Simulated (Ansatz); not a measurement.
# C₂H₈SSi: small, medium and large basis sets

An exercise on one series of results from a longer session: the logs are not shown, and one member is left open.

The runs use Ansatz 0.2.0, Gaussian basis; one geometry, several basis sets.

Plan: PBE0-D4/def2-SVP; ωB97M-V/def2-SVP; PBE0-D4/def2-QZVPP; ωB97M-V/def2-QZVPP; the functionals' def2-TZVPP values are taken from earlier runs.

### The relaxed structure

All runs share one geometry, relaxed beforehand with PBE0-D4 in a triple-zeta def2 set.

12 atoms, charge 0, spin multiplicity 1.

Atoms are counted from 1 here; the program's logs count them from 0.

Bond lengths: C1–Si2 1.865 Å, C1–H5 1.092 Å, C1–H6 1.092 Å, C1–H7 1.093 Å, Si2–C3 1.881 Å, Si2–H8 1.491 Å, Si2–H9 1.492 Å, C3–S4 1.814 Å, C3–H10 1.094 Å, C3–H11 1.092 Å, S4–H12 1.343 Å. Angles: Si2–C1–H5 110.4°, Si2–C1–H6 110.9°, Si2–C1–H7 110.7°, H5–C1–H6 108.5°, H5–C1–H7 108.2°, H6–C1–H7 108.0°, C1–Si2–C3 111.2°, C1–Si2–H8 110.6°, C1–Si2–H9 110.5°, C3–Si2–H8 107.4°, C3–Si2–H9 109.0°, H8–Si2–H9 108.0°, Si2–C3–S4 111.8°, Si2–C3–H10 109.5°, Si2–C3–H11 112.3°, S4–C3–H10 105.2°, S4–C3–H11 110.5°, H10–C3–H11 107.2° and more.

The first run:

File in.yaml:

```yaml
crystal:
  periodic: [false, false, false]
  atoms:
    - {symbol: C, position_ang: [-1.139853, 1.257353, -0.111155]}
    - {symbol: Si, position_ang: [-0.069360, 0.065912, 0.844697]}
    - {symbol: C, position_ang: [1.315806, -0.617781, -0.229139]}
    - {symbol: S, position_ang: [0.672495, -1.569365, -1.633212]}
    - {symbol: H, position_ang: [-1.539952, 0.776220, -1.005876]}
    - {symbol: H, position_ang: [-1.976630, 1.604212, 0.499191]}
    - {symbol: H, position_ang: [-0.563181, 2.131844, -0.422467]}
    - {symbol: H, position_ang: [-0.873686, -1.093844, 1.325437]}
    - {symbol: H, position_ang: [0.526448, 0.738753, 2.035674]}
    - {symbol: H, position_ang: [1.873726, 0.210371, -0.675008]}
    - {symbol: H, position_ang: [2.028208, -1.214957, 0.343832]}
    - {symbol: H, position_ang: [-0.177119, -2.343818, -0.937976]}
basis:
  gaussian: {orbitals: def2-SVP}
hamiltonian: {xc: pbe0, dispersion: d4}
output: {orbitals: {seedname: orbitals}}
```

Started as:

```sh
ansatz run in.yaml --threads 4 --pin off --events-out ev --progress --plain --max-ram 10444MiB
```

Steps of the session up to this table: PBE0-D4 in def2-SVP; ωB97M-V in def2-SVP; PBE0-D4 in def2-QZVPP; ωB97M-V in def2-QZVPP.

One table of the session follows, with a row left open; its other results are not shown here.

It belongs to the step «Density functionals: the series». 

| functional | basis | HOMO (eV) | LUMO (eV) |
| --- | --- | --- | --- |
| PBE0-D4 | def2-SVP | -6.61 | 0.80 |
| PBE0-D4 | def2-TZVPP | -6.74 | 0.28 |
| PBE0-D4 | def2-QZVPP | ? | ? |
| ωB97M-V | def2-SVP | -8.81 | 2.74 |
| ωB97M-V | def2-TZVPP | -8.97 | 2.00 |
| ωB97M-V | def2-QZVPP | -9.00 | 1.56 |

Estimate the missing values for PBE0-D4, def2-QZVPP.

The run gave: HOMO (eV): -6.77; LUMO (eV): 0.10. In the column «HOMO (eV)» it lies between ωB97M-V, def2-SVP (-8.81) and PBE0-D4, def2-TZVPP (-6.74).
